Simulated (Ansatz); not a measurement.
# BrFH3NSi2: how energies converge with the basis set

One table from this session's results is given with a row withheld; the runs are named, their logs left out.

Method: one geometry, several basis sets; program: Ansatz 0.2.0, Gaussian basis.

Plan: PBE0-D4/def2-SVP; ωB97M-V/def2-SVP; PBE0-D4/def2-QZVPP; ωB97M-V/def2-QZVPP; the functionals' def2-TZVPP values are taken from earlier runs.

## The relaxed structure

The geometry comes from an earlier relaxation with PBE0-D4 in a triple-zeta def2 set; it is a stationary point, not always the lowest conformer.

8 atoms, charge 0, spin multiplicity 1.

Atoms are counted from 1 here; the program's logs count them from 0.

Bond lengths: F1–Si2 1.618 Å, Si2–N4 1.724 Å, Br3–Si5 2.224 Å, N4–Si5 1.733 Å, N4–H6 1.014 Å, Si5–H7 1.480 Å, Si5–H8 1.473 Å. Angles: F1–Si2–N4 98.9°, Si2–N4–Si5 131.4°, Si2–N4–H6 113.8°, Si5–N4–H6 114.7°, Br3–Si5–N4 111.6°, Br3–Si5–H7 106.6°, Br3–Si5–H8 107.5°, N4–Si5–H7 108.7°, N4–Si5–H8 110.0°, H7–Si5–H8 112.4°.

Set-up of the first run:

Contents of in.yaml:

```yaml
crystal:
  periodic: [false, false, false]
  atoms:
    - {symbol: F, position_ang: [-0.629373, -2.021866, 1.113545]}
    - {symbol: Si, position_ang: [-0.844348, -0.652386, 1.947605]}
    - {symbol: Br, position_ang: [2.442640, -0.029119, -0.925917]}
    - {symbol: N, position_ang: [-0.340746, 0.474289, 0.743746]}
    - {symbol: Si, position_ang: [0.236003, 0.241453, -0.874271]}
    - {symbol: H, position_ang: [-0.340385, 1.437478, 1.059829]}
    - {symbol: H, position_ang: [-0.058196, 1.459098, -1.662178]}
    - {symbol: H, position_ang: [-0.373396, -0.966147, -1.458159]}
basis:
  gaussian: {orbitals: def2-SVP}
hamiltonian: {xc: pbe0, dispersion: d4}
output: {orbitals: {seedname: orbitals}}
```

The run is started by

```sh
> ansatz run in.yaml --threads 4 --pin off --events-out ev --progress --plain --max-ram 10444MiB
```

Among the steps run: PBE0-D4 in def2-SVP; ωB97M-V in def2-SVP; PBE0-D4 in def2-QZVPP; ωB97M-V in def2-QZVPP.

One of the session's tables, all rows but one given; the rest of the session is left out.

It belongs to the step «Density functionals: the series». 

```
functional       basis  HOMO (eV)  LUMO (eV)
   PBE0-D4    def2-SVP      -7.37      -1.58
   PBE0-D4  def2-TZVPP      -7.46      -1.71
   PBE0-D4  def2-QZVPP      -7.49      -1.77
   ωB97M-V    def2-SVP      -9.49       0.52
   ωB97M-V  def2-TZVPP          ?          ?
   ωB97M-V  def2-QZVPP      -9.64       0.15
```

Q: Estimate the row for ωB97M-V, def2-TZVPP from the others.

**Answer.** HOMO (eV): -9.61; LUMO (eV): 0.28. In the column «HOMO (eV)» it lies between ωB97M-V, def2-QZVPP (-9.64) and ωB97M-V, def2-SVP (-9.49).
